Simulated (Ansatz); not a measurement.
**CH₂InNO: shape, modes and thermochemistry**

The task is to find a stationary geometry of CH₂InNO, check the end point by its vibrations and derive ideal-gas thermochemistry, and look at its orbitals and charge.

Program: Ansatz 0.2.0, Gaussian basis. Level of theory: RKS PBE0-D4/def2-TZVP. These are calculated values, not measurements.

Levels to be run: relaxation at PBE0-D4/def2-TZVP; harmonic vibrations at the same level; a single point in def2-TZVPP for the fields.

## (1) Where the work starts

SMILES `C1=[N][InH][O]1`, 6 atoms, charge 0, spin multiplicity 1.

Atoms are counted from 1 here; the program's logs count them from 0.

Bond lengths: C1–N2 1.275 Å, C1–O4 1.274 Å, C1–H5 1.096 Å, N2–In3 2.138 Å, In3–O4 2.259 Å, In3–H6 1.806 Å. Angles: N2–C1–O4 126.6°, N2–C1–H5 116.3°, O4–C1–H5 117.1°, C1–N2–In3 88.1°, N2–In3–O4 62.3°, N2–In3–H6 176.7°, O4–In3–H6 121.0°, C1–O4–In3 82.9°.

As a file:

```
C     0.17902   -0.37097   -1.02088
N     0.02559    0.89440   -0.99009
In   -0.24037    0.74088    1.12544
O     0.13645   -1.16580   -0.02656
H     0.36567   -0.81381   -2.00536
H    -0.46635    0.71529    2.91745
```

The start is a GFN2-xTB geometry. In takes the def2 core potential; no spin-orbit term is included.

## (2) Relaxation at PBE0-D4/def2-TZVP

Input file in.yaml:

```yaml
crystal:
  periodic: [false, false, false]
  atoms:
    - {symbol: C, position_ang: [0.179020, -0.370970, -1.020880]}
    - {symbol: N, position_ang: [0.025590, 0.894400, -0.990090]}
    - {symbol: In, position_ang: [-0.240370, 0.740880, 1.125440]}
    - {symbol: O, position_ang: [0.136450, -1.165800, -0.026560]}
    - {symbol: H, position_ang: [0.365670, -0.813810, -2.005360]}
    - {symbol: H, position_ang: [-0.466350, 0.715290, 2.917450]}
basis:
  gaussian: {orbitals: def2-TZVP}
hamiltonian: {xc: pbe0, dispersion: d4}
relax: {f_tol: 0.005, max_steps: 150}
```

Launch:

```
ansatz run in.yaml --threads 2 --pin off --events-out ev --progress --plain --max-ram 4352MiB
```

After this run come: Force constants and modes; Fields at the relaxed geometry.

**Question.** What will the summary of the whole plan be? Wanted: point group; shift from the start; total energy; dispersion term; dipole moment; lowest, highest wavenumber; zero-point energy; HOMO, LUMO.

**Answer**, as computed:

| quantity | value |
| --- | --- |
| point group | Cs |
| steps | 9 |
| shift from the start (rms) | 0.088 Å |
| total energy | -9776.2626 eV |
| dispersion term | -99 meV |
| dipole moment | 3.42 D |
| lowest, highest wavenumber | 287, 3061 cm⁻¹ |
| zero-point energy | 76.9 kJ/mol |
| entropy at 298.15 K | 300.3 J/(mol K) |
| HOMO, LUMO | -6.85, -1.96 eV |

**Reading.** The atoms moved 0.09 Å (rms) from the start; the bond that changed most is In3–H6, from 1.806 to 1.693 Å. The bonds at the end are not those of the start, so the run found another structure. No mode is imaginary: a true minimum at this level. The stiffest mode, 3061 cm⁻¹, is a C–H stretch. Harmonic hybrid wavenumbers usually lie a few per cent above measured fundamentals. The largest Mulliken charge, +0.67 e, sits on In3. The HOMO lies mostly on N2 57 %; O4 26 % and the LUMO on In3 60 %; H6 22 %.
